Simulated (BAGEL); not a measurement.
**GeNH2F (SMILES [NH2][Ge][F]) at HF/3-21G (density fitting with qzvpp-jkfit)**

Aim: the vertical ionisation energy of GeNH2F at HF/3-21G (density fitting with qzvpp-jkfit), from 2 runs. 

The calculation is run with BAGEL 1.2.2.

## Step 1: The structure to begin with

GeNH2F has 5 atoms, charge 0, and is taken as a singlet. SMILES: `[NH2][Ge][F]`. The shape is that of a PBE0-D4/def2-TZVP optimisation. This is one conformer, not always the lowest.

Bond lengths: N1–Ge2 1.811 Å, Ge2–F3 1.768 Å, N1–H4 1.008 Å, N1–H5 1.010 Å. Angles: N1–Ge2–F3 94.5°, Ge2–N1–H4 124.0°, Ge2–N1–H5 122.7°, H4–N1–H5 113.3°.

## Step 2: The energy at HF/3-21G (density fitting with qzvpp-jkfit)

The input, hf.json:

```json
{ "bagel" : [

{
  "title" : "molecule",
  "basis" : "3-21g",
  "df_basis" : "qzvpp-jkfit",
  "angstrom" : true,
  "geometry" : [
    { "atom" : "N", "xyz" : [      -0.477700,       0.347600,      -0.204700 ] },
    { "atom" : "Ge", "xyz" : [       0.434100,      -0.305200,       1.217200 ] },
    { "atom" : "F", "xyz" : [       1.598300,      -1.203900,       0.235500 ] },
    { "atom" : "H", "xyz" : [      -1.280100,       0.952600,      -0.130600 ] },
    { "atom" : "H", "xyz" : [      -0.224500,       0.135300,      -1.158700 ] }
  ]
},

{
  "title" : "hf"
},

{
  "title" : "print",
  "file" : "orbitals.molden",
  "orbitals" : true
}

]}
```

Launch:

```bash
$ BAGEL_NUM_THREADS=1 BAGEL hf.json > hf.out
```

What it wrote:

```text
* using 1 threads per process

  ===============================================================
  ===============================================================

  *** Geometry ***

  { "atom" : "N", "xyz" : [     -0.902722,      0.656869,     -0.386827 ] },
  { "atom" : "Ge", "xyz" : [      0.820330,     -0.576744,      2.300175 ] },
  { "atom" : "F", "xyz" : [      3.020349,     -2.275041,      0.445031 ] },
  { "atom" : "H", "xyz" : [     -2.419038,      1.800153,     -0.246798 ] },
  { "atom" : "H", "xyz" : [     -0.424244,      0.255680,     -2.189626 ] },

  Number of auxiliary basis functions:      456

  Since a DF basis is specified, we compute 2- and 3-index integrals:
    o Being stored without compression. Storage requirement is 0.007 GB

  Number of basis functions:       44
  Number of electrons      :       50

    * METHOD: MOLECULE                             0.14

  *** RHF ***

  === Nuclear Repulsion ===
   188.5837836184

      * DIIS with orbital gradients will be used.

  === RHF iteration (3-21g) ===
      0      -2219.44835153          0.03440059           0.03
      1      -2219.56875051          0.02136561           0.03
      2      -2219.62804737          0.00113419           0.03
      3      -2219.62875772          0.00027635           0.03
      4      -2219.62880464          0.00009395           0.03
      5      -2219.62880794          0.00003784           0.03
      6      -2219.62880835          0.00000789           0.03
      7      -2219.62880838          0.00000169           0.03
      8      -2219.62880838          0.00000073           0.03
      9      -2219.62880838          0.00000020           0.03
     10      -2219.62880838          0.00000006           0.03
     11      -2219.62880838          0.00000003           0.03
     12      -2219.62880838          0.00000001           0.03
     13      -2219.62880838          0.00000000           0.03
    * SCF iteration converged.

    * Permanent dipole moment:
           (    0.850195,    -0.638636,     0.046460) a.u.

    * METHOD: HF                                   0.50

    * METHOD: PRINT                                0.01

  ===============================================================
```

Run time: 0.78 s. Hardware: 1 thread of Arm Neoverse V1, shared host.

## Step 3: The doublet cation

The input, calc.json:

```json
{ "bagel": [

{
  "title": "molecule",
  "basis": "3-21g",
  "df_basis": "qzvpp-jkfit",
  "angstrom": "true",
  "geometry": [
    { "atom": "N", "xyz": [   -0.477700,    0.347600,   -0.204700 ] },
    { "atom": "Ge", "xyz": [    0.434100,   -0.305200,    1.217200 ] },
    { "atom": "F", "xyz": [    1.598300,   -1.203900,    0.235500 ] },
    { "atom": "H", "xyz": [   -1.280100,    0.952600,   -0.130600 ] },
    { "atom": "H", "xyz": [   -0.224500,    0.135300,   -1.158700 ] }
  ]
},
{ "title": "uhf", "charge": 1, "nopen": 1 },
{ "title": "print", "file": "orbitals.molden", "orbitals": "true" }

]}
```

Launch:

```bash
$ BAGEL_NUM_THREADS=1 BAGEL calc.json > calc.out
```

What it wrote:

```text
* using 1 threads per process

  ===============================================================
  ===============================================================

  *** Geometry ***

  { "atom" : "N", "xyz" : [     -0.902722,      0.656869,     -0.386827 ] },
  { "atom" : "Ge", "xyz" : [      0.820330,     -0.576744,      2.300175 ] },
  { "atom" : "F", "xyz" : [      3.020349,     -2.275041,      0.445031 ] },
  { "atom" : "H", "xyz" : [     -2.419038,      1.800153,     -0.246798 ] },
  { "atom" : "H", "xyz" : [     -0.424244,      0.255680,     -2.189626 ] },

  Number of auxiliary basis functions:      456

  Since a DF basis is specified, we compute 2- and 3-index integrals:
    o Being stored without compression. Storage requirement is 0.007 GB

  Number of basis functions:       44
  Number of electrons      :       50

    * METHOD: MOLECULE                             0.14

  *** Open-shell HF ***

  === Nuclear Repulsion ===
   188.5837836184

      * DIIS with orbital gradients will be used.

  === UHF iteration (3-21g) ===
      0      -2219.10099584          0.06232610           0.06
      1      -2219.21907783          0.04526782           0.05
      2      -2219.26257931          0.02965855           0.05
      3      -2219.29203260          0.00142325           0.05
      4      -2219.29261961          0.00064766           0.05
      5      -2219.29279022          0.00033260           0.05
      6      -2219.29285598          0.00024365           0.05
      7      -2219.29291068          0.00011602           0.05
      8      -2219.29293128          0.00005383           0.05
      9      -2219.29293846          0.00002568           0.05
     10      -2219.29294022          0.00000949           0.05
     11      -2219.29294073          0.00000535           0.06
     12      -2219.29294103          0.00000382           0.05
     13      -2219.29294115          0.00000262           0.05
     14      -2219.29294120          0.00000251           0.05
     15      -2219.29294125          0.00000208           0.05
     16      -2219.29294128          0.00000155           0.05
     17      -2219.29294128          0.00000113           0.05
     18      -2219.29294129          0.00000099           0.05
     19      -2219.29294129          0.00000075           0.05
     20      -2219.29294129          0.00000040           0.05
     21      -2219.29294129          0.00000029           0.05
     22      -2219.29294129          0.00000014           0.05
     23      -2219.29294129          0.00000008           0.05
     24      -2219.29294129          0.00000004           0.05
     25      -2219.29294129          0.00000003           0.05
     26      -2219.29294129          0.00000002           0.05
     27      -2219.29294129          0.00000001           0.05
     28      -2219.29294129          0.00000001           0.05
    * SCF iteration converged.

    * S^2 (UHF) is 0.7654

    * Permanent dipole moment:
           (    1.124804,    -0.867609,    -0.918298) a.u.

    * METHOD: UHF                                  1.70

    * METHOD: PRINT                                0.01

  ===============================================================
```

Wall time 2 s (1 thread of Arm Neoverse V1, shared host).

## Step 4: Outcome

Level: HF/3-21G (density fitting with qzvpp-jkfit).

```
                                          quantity           value
                      singlet GeNH2F: total energy  -2219.62881 Eh
                     singlet GeNH2F: dipole moment          2.71 D
                       singlet GeNH2F: HOMO energy        -9.86 eV
                       singlet GeNH2F: LUMO energy         1.90 eV
                     singlet GeNH2F: HOMO–LUMO gap        11.76 eV
                      doublet cation: total energy  -2219.29294 Eh
                              doublet cation: ⟨S²⟩           0.765
vertical ionisation energy (to the doublet cation)        9.139 eV
```

What this shows: The vertical ionisation energy comes to 9.14 eV (882 kJ/mol). The negative HOMO energy of the first species, 9.86 eV, lies 0.72 eV above that difference.
